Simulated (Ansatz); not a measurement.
# BiSb3Te8Pb2: the cost of one run

Program: Ansatz 0.2.0. Level of theory: DFT PBEsol, scalar-relativistic, plane waves, PAW. These are calculated values, not measurements.

That is the level of the relaxation; later steps name their own.

## (1) The starting structure

It takes space group Cm (No. 8, monoclinic). The conventional cell has a = 28.993 Å, b = 4.400 Å, c = 7.621 Å, α = 90.00°, β = 95.03°, γ = 90.00°. Bi (site symmetry m) has 6 Te at 3.02 to 3.21 Å as nearest neighbours. Sb (site symmetry m) has 6 Te at 3.02 to 3.21 Å as nearest neighbours. Around Te (site symmetry m) lie 3 Sb at 3.21 Å and 3 Pb at 3.24 Å. Te (site symmetry m) is surrounded by 3 Sb at 3.02 Å. Only part of the 14 independent sites is listed.

As a file:

```cif
data_structure
_symmetry_space_group_name_H-M 'P 1'
_symmetry_Int_Tables_number 1
_cell_length_a 14.6627
_cell_length_b 14.6627
_cell_length_c 29.3254
_cell_angle_alpha 17.258
_cell_angle_beta 17.258
_cell_angle_gamma 17.258
_cell_volume 484.23
loop_
_atom_site_label
_atom_site_type_symbol
_atom_site_fract_x
_atom_site_fract_y
_atom_site_fract_z
_atom_site_occupancy
Bi1 Bi 0.42492 0.42492 0.21246 1
Sb1 Sb 0.42492 0.42492 0.71246 1
Sb2 Sb 0.57508 0.57508 0.28754 1
Sb3 Sb 0.57508 0.57508 0.78754 1
Te1 Te 0.28702 0.28702 0.14351 1
Te2 Te 0.28702 0.28702 0.64351 1
Te3 Te 0.87051 0.87051 0.43526 1
Te4 Te 0.87051 0.87051 0.93526 1
Te5 Te 0.12949 0.12949 0.06474 1
Te6 Te 0.12949 0.12949 0.56474 1
Te7 Te 0.71298 0.71298 0.35649 1
Te8 Te 0.71298 0.71298 0.85649 1
Pb1 Pb 0.00000 0.00000 0.00000 1
Pb2 Pb 0.00000 0.00000 0.50000 1
```

(A quick probe on a coarse mesh, which set the mesh and smearing, is not shown.)

## (3) Full relaxation

Contents of input.yaml:

```yaml
crystal:
  lattice:
    - [2.19998454, 1.27016167, 14.44095217]
    - [-2.19998454, 1.27016167, 14.44095217]
    - [0.0, -5.08064666, 28.88190434]
  atoms:
    - { symbol: Bi, position: [0.42491743, 0.42491743, 0.21245872] }
    - { symbol: Sb, position: [0.42491743, 0.42491743, 0.71245872] }
    - { symbol: Sb, position: [0.57508257, 0.57508257, 0.28754128] }
    - { symbol: Sb, position: [0.57508257, 0.57508257, 0.78754128] }
    - { symbol: Te, position: [0.28701848, 0.28701848, 0.14350924] }
    - { symbol: Te, position: [0.28701848, 0.28701848, 0.64350924] }
    - { symbol: Te, position: [0.87051457, 0.87051457, 0.43525728] }
    - { symbol: Te, position: [0.87051457, 0.87051457, 0.93525728] }
    - { symbol: Te, position: [0.12948543, 0.12948543, 0.06474272] }
    - { symbol: Te, position: [0.12948543, 0.12948543, 0.56474271] }
    - { symbol: Te, position: [0.71298152, 0.71298152, 0.35649076] }
    - { symbol: Te, position: [0.71298152, 0.71298152, 0.85649076] }
    - { symbol: Pb, position: [0.0, 0.0, 0.0] }
    - { symbol: Pb, position: [0.0, 0.0, 0.5] }
basis:
  ecutwfc: 420
kpoints:
  mp_grid: { grid: [10, 10, 6] }
hamiltonian:
  xc: pbesol
scf:
  occupations: { method: gaussian, width: 0.02 }
output:
  forces: true
  stress: true
  eigenvalues: true
  write_density: true
  write_potential: true
  elf: true
  volumetric_format: npy
relax:
  adjacent_minimum: "off"
  f_tol: 0.005
  max_steps: 80
  cell: { stress_tol: 0.05 }
```

Run with:

```bash
ansatz run input.yaml --threads 4 --pin off --max-ram 10240MiB --backend cpu --events-out ev --progress --plain --runs-dir out
```

What time and memory should one allow on 4 threads of Intel Xeon Platinum 8375C at 2.90GHz (Ice Lake), shared host?

About 44 min, with a peak of 6.7 GiB.
